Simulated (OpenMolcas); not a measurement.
# Zr²⁺ among point charges: CASSCF levels and susceptibility

How does a field of 3 point charges split the states of Zr²⁺, and what χT follows?

Method: state-averaged CASSCF, spin-orbit coupling by RASSI with atomic mean-field integrals. Code: OpenMolcas 26.06.

1 further run of the same task is left out (it didn't finish).

### 1 What is computed

| Property | Result |
| --- | --- |
| Species | Zr²⁺ (zirconium, Z = 40, 38 electrons) |
| Basis | ANO-RCC-VDZP [6s5p3d1f], 43 functions |
| Scalar Hamiltonian | DKH2, point nucleus |
| Inactive shells | 1s 2s 2p 3s 3p 3d 4s 4p |
| Active space | 2 electrons in 5 orbitals (4d) |
| Some configurations of this space | 4d² |
| Orbitals | optimised for each spin and parity, averaged over all roots |

Outer shells as boxes (Hund's rule):

4d2
```
4d [↑ ][↑ ][  ][  ][  ]
```

The ion sits among 3 point charges of -2.4 e arranged as a planar triangle (D3h), 1.79 Å from the ion. The active orbitals were held to one l.

The work runs as a chain of OpenMolcas steps in one folder; each step below is one input file. Labels, J, g values, rates, χT and fits are worked out afterwards by a script from the matrices that RASSI stores.

### 2 GATEWAY and SEWARD: basis and integrals

Contents of a.inp:

```
&GATEWAY
Coord
1

Zr 0.0 0.0 0.0
Basis=ANO-RCC-VDZP
Group=NoSym
NoMove
AngMom=0.0 0.0 0.0
AMFI
XField
3 Angstrom 0
1.790000 0.000000 0.000000 -2.400000
-0.895000 1.550185 0.000000 -2.400000
-0.895000 -1.550185 0.000000 -2.400000
&SEWARD
```

On the command line:

```console
OMP_NUM_THREADS=1 MOLCAS_MEM=1689 MOLCAS_PROJECT=a pymolcas a.inp > a.log
```

### 3 CASSCF: triplets, 10 roots

Contents of a.inp:

```
&RASSCF
FileOrb=start.orb
Symmetry=1
Spin=3
nActEl=2 0 0
Inactive=18
Ras2=5
CIRoot=10 10 1
SDav=10
CIMx=300
Iter=120 100
PrWF=0.3
OrbListing=Nothing
MaxOrb=0
SupSym
1
15 10 11 12 13 14 19 20 21 22 23 32 33 34 35 36
>>> COPY $Project.JobIph JOB001
```

start.orb holds the contracted functions of the basis, ordered by shell, or the orbitals of the step before.

### 4 CASSCF: singlets, 15 roots

Contents of a.inp:

```
&RASSCF
FileOrb=start.orb
Symmetry=1
Spin=1
nActEl=2 0 0
Inactive=18
Ras2=5
CIRoot=15 15 1
SDav=15
CIMx=300
Iter=120 100
PrWF=0.3
OrbListing=Nothing
MaxOrb=0
SupSym
1
15 10 11 12 13 14 19 20 21 22 23 32 33 34 35 36
>>> COPY $Project.JobIph JOB002
```

### 5 State interaction with spin-orbit coupling

Contents of a.inp:

```
&RASSI
NrOfJobIphs=2 10 15
1 2 3 4 5 6 7 8 9 10
1 2 3 4 5 6 7 8 9 10 11 12 13 14 15
IphNames
JOB001
JOB002
EJob
SpinOrbit
DIPRint=1.0
SOCoupling=1000.0
Subsets=2
Property=9
'ANGMOM' 1 'ANGMOM' 2 'ANGMOM' 3 'MLTPL  1' 1 'MLTPL  1' 2 'MLTPL  1' 3
'AMFI' 1 'AMFI' 2 'AMFI' 3
SOProperty=3
'ANGMOM' 1 'ANGMOM' 2 'ANGMOM' 3
```

**Question.** What will these runs give? Wanted: spin-free ground state; first state of the same spin within the active space; lowest level; next level.

**Answer**, as computed:

| quantity | value |
| --- | --- |
| method | CASSCF |
| spin-free ground state | 3A2, 1-fold in its orbital part |
| first state of the same spin within the active space | 3E at 11100 cm⁻¹ |
| lowest level | 1-fold A1 |
| next level | 4.3 cm⁻¹ |
| χT at 300 K | 0.99 cm³ K/mol |
| effective moment at 300 K | 2.81 μB |

**Reading.** The spin-free ground state (3A2) comes to 84 % from free-ion F terms and keeps the highest spin of the shell. χT at 300 K is 0.99, against 1.00 cm³ K/mol for the spin alone; near agreement at one temperature doesn't show that the orbital moment is quenched. The field of point charges can differ much from that of real complexes. Point charges carry no covalency, so the field is a model and not that of real ligands.
